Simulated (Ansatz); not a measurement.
**Cl2F2H2Si2: small, medium and large basis sets**

How large a basis does Cl2F2H2Si2 need? Two functionals are run in growing sets.

The runs use Ansatz 0.2.0, Gaussian basis; one geometry, several basis sets.

Plan: PBE0-D4/def2-SVP; ωB97M-V/def2-SVP; PBE0-D4/def2-QZVPP; ωB97M-V/def2-QZVPP; the functionals' def2-TZVPP values are taken from earlier runs.

**1. The geometry**

An earlier PBE0-D4 in a triple-zeta def2 set relaxation fixed the geometry.

SMILES `F[SiH](F)[SiH](Cl)Cl`, 8 atoms, charge 0, spin multiplicity 1.

Atoms are counted from 1 here; the program's logs count them from 0.

Bond lengths: F1–Si2 1.589 Å, Si2–F3 1.589 Å, Si2–Si4 2.346 Å, Si2–H7 1.479 Å, Si4–Cl5 2.047 Å, Si4–Cl6 2.047 Å, Si4–H8 1.479 Å. Angles: F1–Si2–F3 107.4°, F1–Si2–Si4 109.1°, F1–Si2–H7 108.5°, F3–Si2–Si4 109.1°, F3–Si2–H7 108.5°, Si4–Si2–H7 114.0°, Si2–Si4–Cl5 107.4°, Si2–Si4–Cl6 107.4°, Si2–Si4–H8 115.7°, Cl5–Si4–Cl6 109.8°, Cl5–Si4–H8 108.3°, Cl6–Si4–H8 108.3°.

**2. PBE0-D4 in def2-SVP**

Contents of in.yaml:

```yaml
crystal:
  periodic: [false, false, false]
  atoms:
    - {symbol: F, position_ang: [0.845940, -1.768729, 1.222401]}
    - {symbol: Si, position_ang: [1.061533, -0.538756, 0.239218]}
    - {symbol: F, position_ang: [1.725401, -1.102570, -1.090200]}
    - {symbol: Si, position_ang: [-1.024031, 0.400968, -0.283209]}
    - {symbol: Cl, position_ang: [-0.687299, 1.964740, -1.561170]}
    - {symbol: Cl, position_ang: [-1.837400, 1.093615, 1.463398]}
    - {symbol: H, position_ang: [2.005990, 0.407491, 0.870959]}
    - {symbol: H, position_ang: [-1.998033, -0.513961, -0.917096]}
basis:
  gaussian: {orbitals: def2-SVP}
hamiltonian: {xc: pbe0, dispersion: d4}
output: {orbitals: {seedname: orbitals}}
```

The runs that follow: ωB97M-V in def2-SVP; PBE0-D4 in def2-QZVPP; ωB97M-V in def2-QZVPP.

Q: Predict the results of all the runs planned. Wanted: PBE0-D4: double and triple zeta above quadruple; ωB97M-V: double and triple zeta above quadruple.

**Answer**, as computed:

| quantity | value |
| --- | --- |
| PBE0-D4: double and triple zeta above quadruple | 23.13, 1.59 eV |
| ωB97M-V: double and triple zeta above quadruple | 23.06, 1.49 eV |

What this shows: PBE0-D4 gains 21.54 eV from double to triple zeta, then 1.59 eV more. Total energies overstate the basis error of differences, where much of it tends to cancel. The LUMO of ωB97M-V is positive and keeps falling with the basis (1.17 to 0.53 eV): an unbound level that the basis holds in place.
